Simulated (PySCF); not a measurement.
Molecule: SGe (germanium sulfide (GeS)), in a box.

```
S Ge
1.0
     9.00000    0.00000    0.00000
     0.00000    9.00000    0.00000
     0.00000    0.00000   12.00000
S Ge
1 1
Direct
  0.50144 0.50233 0.41900
  0.50144 0.50233 0.58667
```

Base run:

```yaml
Program: PySCF 2.14.0
Functional: r2SCAN50
Potentials_or_basis: def2-svp (all-electron)
k_mesh: 1 × 1 × 1
Occupations: fixed
Spin: no spin polarisation
```

Its results: gap between the frontier levels 7.61 eV.

**Question.** The run is repeated on the same cell with these changes: functional from r2SCAN50 to PBE. What comes out?

**Answer.** Gap between the frontier levels 3.81 eV.

r2SCAN50 gives the wider gap, since exact exchange removes part of the self-interaction.

Caveats: this is a molecule in a periodic box at the Γ point, so its band gap is the HOMO-LUMO gap; relativity is left out, which matters for the heavier elements; the basis of atomic orbitals isn't converged, which shifts pressures, moduli and gaps.

